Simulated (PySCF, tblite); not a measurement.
**CH7ClP2Si2: geometry, infrared bands and NMR shifts**

What infrared bands and NMR shifts should CH7ClP2Si2 (`ClC[SiH]1P[SiH2]P1`) show?

Computed with tblite 0.8.0 and PySCF 2.14.0, with density-fitted response routines of our own, on a single molecule in the gas phase. Atoms count from 0, in the outputs and in this text.

## Step 1: The starting structure

13 atoms, charge 0, multiplicity 1; geometry from: force field or distance geometry start.

Bonds of the start (Å): Cl0–C1 1.78, C1–Si2 1.87, Si2–P3 2.22, P3–Si4 2.21, Si4–P5 2.23, P5–Si2 2.22, C1–H6 1.11, C1–H7 1.11, Si2–H8 1.46, P3–H9 1.45, Si4–H10 1.45, Si4–H11 1.46, P5–H12 1.46.

## Step 2: Optimising the geometry with GFN2-xTB

The job: settings as JSON, then the geometry in Å.

```
{"job": {"kind": "relax", "xc": "GFN2-xTB", "basis": "xTB"}, "charge": 0, "multiplicity": 1}
Cl    -2.523300     1.422500     0.816900
C     -2.270300    -0.072900    -0.116500
Si    -0.557500    -0.780100     0.116900
P      0.779000     0.422200     1.416400
Si     2.387800    -0.245800     0.054500
P      0.806700    -0.157100    -1.518800
H     -2.425300     0.239000    -1.174800
H     -3.059400    -0.784700     0.212500
H     -0.488900    -2.203200     0.451500
H      0.591200     1.854900     1.280300
H      3.487900     0.679800    -0.135700
H      2.722300    -1.631800     0.362900
H      0.545400     1.257700    -1.783800
```

Started as:

```bash
$ OMP_NUM_THREADS=1 python probes_run.py task.json out
```

The driver reads the jobs from task.json and runs them one after another.

**Question.** This job is followed by: GFN2-xTB harmonic vibrations, gas phase; GIAO PBE0/pcSseg-1 NMR shielding, non-relativistic, gas phase. Predict these results of the whole session: strongest single infrared mode (GFN2-xTB); zero-point energy (GFN2-xTB); ¹³C shifts against TMS (PBE0/pcSseg-1); ¹H shifts against TMS (PBE0/pcSseg-1, means over atoms taken as alike); ³⁵Cl shifts against HCl (PBE0/pcSseg-1); ²⁹Si shifts against TMS (PBE0/pcSseg-1); ³¹P shifts against H3PO4 (PBE0/pcSseg-1, means over atoms taken as alike).

As calculated:

```
                                                                 quantity                             value
                                strongest single infrared mode (GFN2-xTB)             2338 cm⁻¹, 314 km/mol
                                             zero-point energy (GFN2-xTB)                     45.4 kcal/mol
                                   ¹³C shifts against TMS (PBE0/pcSseg-1)                          35.3 ppm
   ¹H shifts against TMS (PBE0/pcSseg-1, means over atoms taken as alike)  5.26, 5.03, 4.74, 3.11, 3.01 ppm
                                  ³⁵Cl shifts against HCl (PBE0/pcSseg-1)                            11 ppm
                                  ²⁹Si shifts against TMS (PBE0/pcSseg-1)                  -16.4, -65.2 ppm
³¹P shifts against H3PO4 (PBE0/pcSseg-1, means over atoms taken as alike)                        -253.1 ppm
```

In words: Relaxing lowered the energy by 1.183 eV in 135 steps; the close pair that moved most is P5–H12, from 1.463 to 1.381 Å. All 33 modes are real, so the xTB geometry is a minimum. The strongest single mode, at 2338 cm⁻¹, moves mainly H12 and H9. Unscaled tight-binding wavenumbers are off by several per cent, some by more. Its intensities can rank the bands wrongly. At PBE0/pcSseg-1: Shielding is most anisotropic at P3, P5 (span 289 ppm, paramagnetic term -396 ppm).
